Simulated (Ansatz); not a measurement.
# C2H6Sn: the cost of one run

All numbers below are computed with Ansatz 0.2.0 (RKS PBE/def2-SVP).

## (1) Starting point

Bond lengths: C1–C2 1.284 Å, C2–Sn3 2.107 Å, C1–H4 1.029 Å, C1–H5 1.141 Å, C2–H6 1.102 Å, Sn3–H7 1.804 Å, Sn3–H8 1.693 Å, Sn3–H9 1.804 Å. Angles: C1–C2–Sn3 118.5°, C1–C2–H6 121.1°, Sn3–C2–H6 120.4°, C2–C1–H4 123.4°, C2–C1–H5 120.3°, H4–C1–H5 116.2°, C2–Sn3–H7 108.8°, C2–Sn3–H8 110.9°, C2–Sn3–H9 109.4°, H7–Sn3–H8 108.9°, H7–Sn3–H9 107.4°, H8–Sn3–H9 111.3°.

Structure file:

```xyz
9

C    -0.7931    0.8393   -1.1091
C     0.1247    0.8324   -0.2110
Sn    0.4863   -0.9561    0.8419
H    -1.3717    0.0186   -1.3344
H    -1.0331    1.7976   -1.6794
H     0.7283    1.7317   -0.0071
H     2.1910   -1.4681    0.5509
H    -0.5531   -2.1858    0.3192
H     0.3092   -0.6559    2.6119
```

## (2) End point A

input.yaml reads:

```yaml
crystal:
  periodic: [false, false, false]
  atoms:
    - { symbol: C, position_ang: [-0.7931, 0.8393, -1.1091] }
    - { symbol: C, position_ang: [0.1247, 0.8324, -0.211] }
    - { symbol: Sn, position_ang: [0.4863, -0.9561, 0.8419] }
    - { symbol: H, position_ang: [-1.3717, 0.0186, -1.3344] }
    - { symbol: H, position_ang: [-1.0331, 1.7976, -1.6794] }
    - { symbol: H, position_ang: [0.7283, 1.7317, -0.0071] }
    - { symbol: H, position_ang: [2.191, -1.4681, 0.5509] }
    - { symbol: H, position_ang: [-0.5531, -2.1858, 0.3192] }
    - { symbol: H, position_ang: [0.3092, -0.6559, 2.6119] }
basis:
  gaussian: { orbitals: def2-SVP }
hamiltonian:
  xc: pbe
relax:
  f_tol: 0.015
  max_steps: 40
```

Run with:

```console
$ ansatz run input.yaml --threads 1 --pin off --max-ram 2048MiB --backend cpu --events-out ev --progress --plain --runs-dir out
```

Q: Estimate wall time and peak memory on 1 thread of Arm Neoverse V2, shared host.

About 13 s, with a peak of 0.11 GiB.
